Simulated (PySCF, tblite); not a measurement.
**C₈H₁₂Al−: geometry, infrared bands, NMR shifts and electronic excitations**

Wanted: the infrared bands, NMR shifts and electronic excitations of C₈H₁₂Al− (`C=[CH][Al-]([CH]=C)([CH]=C)[CH]=C`), by calculation.

Programs: tblite 0.8.0 and PySCF 2.14.0, with density-fitted response routines of our own. Each step states its level of theory. These are calculated values for one molecule in the gas phase, unless marked as measured. Atoms are numbered from 0 throughout.

### 1 The starting structure

21 atoms, charge -1, multiplicity 1; geometry from: GFN2-xTB.

Bonds of the start (Å): C0–C1 1.33, C1–Al2 2.04, Al2–C3 2.03, C3–C4 1.33, Al2–C5 2.03, C5–C6 1.33, Al2–C7 2.03, C7–C8 1.33, C0–H9 1.08, C0–H10 1.09, C1–H11 1.10, C3–H12 1.10, C4–H13 1.09, C4–H14 1.08, C5–H15 1.10, C6–H16 1.09, C6–H17 1.08, C7–H18 1.10, C8–H19 1.08, C8–H20 1.09.

### 2 Infrared spectrum with GFN2-xTB

The job: settings as JSON, then the geometry in Å.

```
{"job": {"kind": "ir", "xc": "GFN2-xTB", "basis": "xTB"}, "charge": -1, "multiplicity": 1}
C     -1.783099    -1.671056    -2.003571
C     -1.778503    -1.168968    -0.772115
Al    -0.242352    -0.102082     0.036181
C     -1.068782     1.339562     1.208577
C     -0.848187     2.643422     1.069608
C      0.898018    -1.371137     1.143731
C      1.244448    -1.196835     2.415992
C      0.867748     0.721770    -1.453056
C      2.186956     0.595299    -1.562575
H     -0.937297    -1.528736    -2.664633
H     -2.602889    -2.246382    -2.440165
H     -2.692156    -1.378181    -0.196252
H     -1.771924     1.084654     2.014337
H     -1.305533     3.422968     1.683389
H     -0.173110     3.013648     0.308541
H      1.270131    -2.305562     0.698637
H      1.846678    -1.897388     2.999346
H      0.936061    -0.312832     2.959802
H      0.400935     1.314173    -2.252725
H      2.752567     0.031704    -0.831299
H      2.791370     1.028900    -2.362218
```

**Question.** This job is followed by: PBE0-D3(BJ)/def2-SVP geometry optimisation, gas phase; GIAO PBE0/pcSseg-1 NMR shielding, non-relativistic, gas phase; TDDFT CAM-B3LYP/def2-SVPD, vertical, gas phase, core orbitals frozen in the response; GIAO KT2/pcSseg-1 NMR shielding, non-relativistic, gas phase. What will the session give for the following? strongest single infrared mode (GFN2-xTB); zero-point energy (GFN2-xTB); point group; rotational constants (main isotopes); ¹³C shifts against TMS (PBE0/pcSseg-1, means over atoms taken as alike); ¹H shifts against TMS (PBE0/pcSseg-1, means over atoms taken as alike); ²⁷Al shifts against AlH4- (PBE0/pcSseg-1); lowest singlet (CAM-B3LYP/def2-SVPD); brightest single state of those computed; lowest triplet; vertical ionisation energy (ΔSCF); range of the shift of C1.

**Answer**, as computed:

| quantity | value |
| --- | --- |
| strongest single infrared mode (GFN2-xTB) | 2892 cm⁻¹, 420 km/mol |
| zero-point energy (GFN2-xTB) | 98.7 kcal/mol |
| point group | C1 |
| rotational constants (main isotopes) | 1.19, 0.93, 0.93 GHz |
| ¹³C shifts against TMS (PBE0/pcSseg-1, means over atoms taken as alike) | 172.6, 132.4 ppm |
| ¹H shifts against TMS (PBE0/pcSseg-1, means over atoms taken as alike) | 6.97, 6.00, 5.57 ppm |
| ²⁷Al shifts against AlH4- (PBE0/pcSseg-1) | 46.3 ppm |
| lowest singlet (CAM-B3LYP/def2-SVPD) | 5.39 eV (230 nm), f = 0.005 |
| brightest single state of those computed | state 5, 6.15 eV, f = 0.044 |
| lowest triplet | 4.24 eV |
| vertical ionisation energy (ΔSCF) | 4.75 eV |
| range of the shift of C1 | 157.2 to 172.6 ppm |

**Reading.** No mode is imaginary among the 57: a minimum at this level. Unscaled tight-binding wavenumbers are off by several per cent, some by more. Its intensities can rank the bands wrongly. The optimisation took 10 steps and gained 0.082 eV; among the close pairs (by a distance rule), C1–Al2 changed most, from 2.037 to 2.019 Å. No frequency check was run at this level, so the end point may be a saddle. At PBE0/pcSseg-1: Shielding is most anisotropic at C1, C3, C5, C7 (span 313 ppm, paramagnetic term -247 ppm). The lowest singlet, at 5.39 eV, is HOMO−1→LUMO+1 0.50, HOMO→LUMO+5 0.09 and is weak; of the 10 states computed, the strongest absorption comes from states 5 to 6 together at 6.15 eV. The lowest triplet lies 1.16 eV below the lowest singlet (triplets in Tamm-Dancoff, singlets in full TDDFT). In the gas-phase run even the lowest singlet lies above the computed detachment energy of this anion, so its states are not to be taken as bound. At CAM-B3LYP/def2-SVPD, all states lie near or above the ionisation energy, where they hang on the basis. The orbital energy would give 4.20 eV for ionisation, ΔSCF gives 4.75 eV. In this run the hole sits in HOMO−1, not in the HOMO; unless the two are degenerate, this need not be the first ionisation. In ppm, C1 (with its like atoms) moves most: its shift spreads over 15.4 ppm, from 157.2 (KT2/pcSseg-1) to 172.6 (PBE0/pcSseg-1).
